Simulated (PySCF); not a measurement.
# The bond of GeC, level by level

One table from this session's results is given with a row withheld; the runs are named, their logs left out.

Program: PySCF 2.14.0. Level of theory: Ge aug-pcseg-1, C aug-pcseg-1, no relativity. These are calculated values, not measurements.

Set-up of the first run:

A driver script around PySCF takes these settings:

```
atoms                         : Ge, C
charge                        : 0
basis                         : Ge aug-pcseg-1, C aug-pcseg-1
Hamiltonian                   : no relativity
basis functions               : 59
electrons treated             : 38
masses in u                   : 73.9212, 12.0000
levels                        : PBE0, PBE, r²SCAN, PBEsol, MN15, M06, LC-ωPBE, HF, MP2, SCS-MP2
grid                          : 80 radial by 434 angular points
occupations                   : held fixed by the projection of orbital angular momentum
dissociation limit            : Ge + C, each in its ground configuration
starting distance in angstrom : 1.870
values of 2S to try           : 0, 2, 4
```

On the command line:

```console
$ OMP_NUM_THREADS=1 python dia.py task.json out
```

Steps of the session up to this table: Input; The PBE0 curve of the state that the search chose; Excited determinants; PBE (GGA); r²SCAN (meta-GGA); PBEsol (GGA); MN15 (hybrid meta-GGA); M06; LC-ωPBE (range-separated hybrid); ROHF (mean field).

One of the session's tables, all rows but one given; the rest of the session is left out.

| level | Re (Å) | ωe (cm⁻¹) | De (eV) | μ (D) |
| --- | --- | --- | --- | --- |
| ROHF | 1.778 | 896 | 1.43 | -1.66 |
| ROHF-MP2 | 1.819 | 843 | 3.33 | n/a |
| ROHF-SCS-MP2 | 1.819 | 837 | 3.12 | n/a |
| PBE | 1.823 | 787 | 4.17 | -1.97 |
| PBEsol | 1.814 | 801 | 4.45 | -1.91 |
| r²SCAN | 1.810 | 794 | 3.89 | -1.70 |
| PBE0 | ? | ? | ? | ? |
| M06 | 1.810 | 809 | 3.90 | -2.09 |
| MN15 | 1.803 | 805 | 3.64 | -1.65 |
| LC-ωPBE | 1.790 | 794 | 3.38 | -1.76 |

Q: Estimate the row for PBE0 from the others.

**Answer.** Re (Å): 1.805; ωe (cm⁻¹): 811; De (eV): 3.72; μ (D): -1.90. In the column «Re (Å)» it lies between MN15 (1.803) and r²SCAN (1.810).

De is counted to Ge + C in their ground configurations. A positive dipole means Ge(−)C(+).

Time per point (s) on 1 thread of Arm Neoverse V2, shared host (CPU time, shared integrals of 0.22 s apart; correlated levels include their reference); the times are rough: ROHF 0.18, ROHF-MP2 0.34, ROHF-SCS-MP2 0.34, PBE 0.88, PBEsol 0.6, r²SCAN 1.3, PBE0 1.4, M06 1.4, MN15 1.5, LC-ωPBE 1.2.

To keep in mind: Lowest PBE0 solution found, without spin–orbit coupling: ³Π (triplet), unpaired electrons σ ↑, π ↑. Warnings in the runs' records: inverted.
